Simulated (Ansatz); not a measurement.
# AlGeF (triplet): from Hartree-Fock to the top rungs at a displaced geometry (v2), cc-pVDZ

Aim: climb from Hartree-Fock through coupled cluster for AlGeF (triplet) at one geometry and basis, and see what each rung misses.

Computed with Ansatz 0.2.0, Gaussian basis. Level: cc-pVDZ, core rule «outside noble gas», up to 20 orbitals frozen.

To be run: UHF; CCSD(T) on ROHF; CCSD(T) on UHF; BCCD(T) on ROHF; CISD as a restricted active space (open shells left free, so some higher excitations enter); CCSDT(Q) on ROHF; CCSDT(Q) on UHF.

37 further runs of the same task are left out: 10 for a known fault of the program, 13 that didn't finish, 14 set aside as unsound or not needed. Runs told in other sessions of the task aren't counted.

### 1 What is computed

The geometry is a PBE0/def2-TZVP stationary point (not a proven minimum) with its atoms shifted at random (size 0.100 Å). No spin-orbit coupling is included. The filled d shell of Ge may be among the frozen orbitals whatever the setting's name suggests.

3 atoms, charge 0, spin multiplicity 3.

Atoms are counted from 1 here; the program's logs count them from 0.

Bond lengths: F1–Al2 1.668 Å, Al2–Ge3 2.406 Å. Angles: F1–Al2–Ge3 172.4°.

### 2 UHF

File in.yaml:

```yaml
crystal:
  periodic: [false, false, false]
  atoms:
    - {symbol: F, position_ang: [0.084376, 0.005225, -1.908102]}
    - {symbol: Al, position_ang: [-0.080498, 0.013599, -0.248309]}
    - {symbol: Ge, position_ang: [-0.003878, -0.018825, 2.156411]}
basis:
  gaussian: {orbitals: cc-pVDZ}
magnetization: {spin_polarized: true, initial_magnetization: 2}
hamiltonian: {xc: hf}
output: {orbitals: {seedname: orbitals}}
```

Run with:

```sh
$ ansatz run in.yaml --threads 1 --pin off --events-out ev --progress --plain --max-ram 2393MiB
```

The runs that follow: CCSD(T) on ROHF; CCSD(T) on UHF; BCCD(T) on ROHF; CISD as a restricted active space (open shells left free, so some higher excitations enter); CCSDT(Q) on ROHF; CCSDT(Q) on UHF.

Q: Predict the results of all the runs planned. Wanted: UCCSDT(Q) from the RHF energy; RMP2 from UCCSDT(Q); UMP2 from UCCSDT(Q); RCCSD from UCCSDT(Q); RCCSD(T) from UCCSDT(Q); UCCSD(T) from UCCSDT(Q); RCCSDT(Q) from UCCSDT(Q); T1 diagnostic.

**Answer**, as computed:

```
                         quantity                      value
    UCCSDT(Q) from the ROHF energy                 -8.9344 eV
              RMP2 from UCCSDT(Q)            +19.76 kcal/mol
              UMP2 from UCCSDT(Q)            +20.32 kcal/mol
             RCCSD from UCCSDT(Q)             +6.84 kcal/mol
          RCCSD(T) from UCCSDT(Q)             +1.52 kcal/mol
          UCCSD(T) from UCCSDT(Q)             +1.42 kcal/mol
         RCCSDT(Q) from UCCSDT(Q)             +0.19 kcal/mol
levels within 1 kcal/mol (43 meV)  RCCSDT, UCCSDT, RCCSDT(Q)
                    T1 diagnostic                      0.020
```

What this shows: RCCSD(T) lands +1.52 kcal/mol from the yardstick (0.7 % of the correlation energy). These misses are within one basis, not against nature; the frozen cores of restricted and unrestricted runs differ, which can shift their rows.

With open shells the CI space here admits some higher excitations, so it is larger than plain CISD.
